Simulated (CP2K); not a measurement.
Crystal: HPbNO4.

```
H Pb N O
1.0
     4.20407    0.00000    0.00000
     2.02172    3.83951    0.00000
     2.04686    1.27900    6.28131
H Pb N O
1 1 1 4
Direct
  0.89145 0.68202 0.62796
  0.14426 0.92872 0.88352
  0.25670 0.28861 0.30171
  0.83108 0.65056 0.78405
  0.38694 0.22380 0.11295
  0.31104 0.03576 0.45856
  0.07726 0.60633 0.32275
```

The cell was built by a generator and needn't be a form met in nature.

Program: CP2K 2026.2. Alike in all runs: task band structure; potentials or basis POTENTIAL_UZH H GTH-PBE-q1, Pb GTH-PBE-q4, N GTH-PBE-q5, O GTH-PBE-q6; TZVP-MOLOPT-PBE-GTH basis; no spin polarisation; cell as given; k mesh 7 × 7 × 5; smearing fermi-dirac 0.05 eV.

Problem. Order these runs on this cell by their band gap on the k mesh, lowest first.
A. level LDA
B. level SCAN; MPI ranks 4
C. level TB-mBJ

Solution. A (2.64 eV), B (3.03 eV), C (3.19 eV).

Caveats: spin-orbit coupling is left out, which as a rule narrows the gap of such compounds by several tenths of an eV; the basis of atomic orbitals isn't converged, which shifts pressures, moduli and gaps; this is a model potential without an energy functional, so only levels have meaning (some runs).

A k mesh can miss the band edges.

Runs at the PBE level aren't shown here.
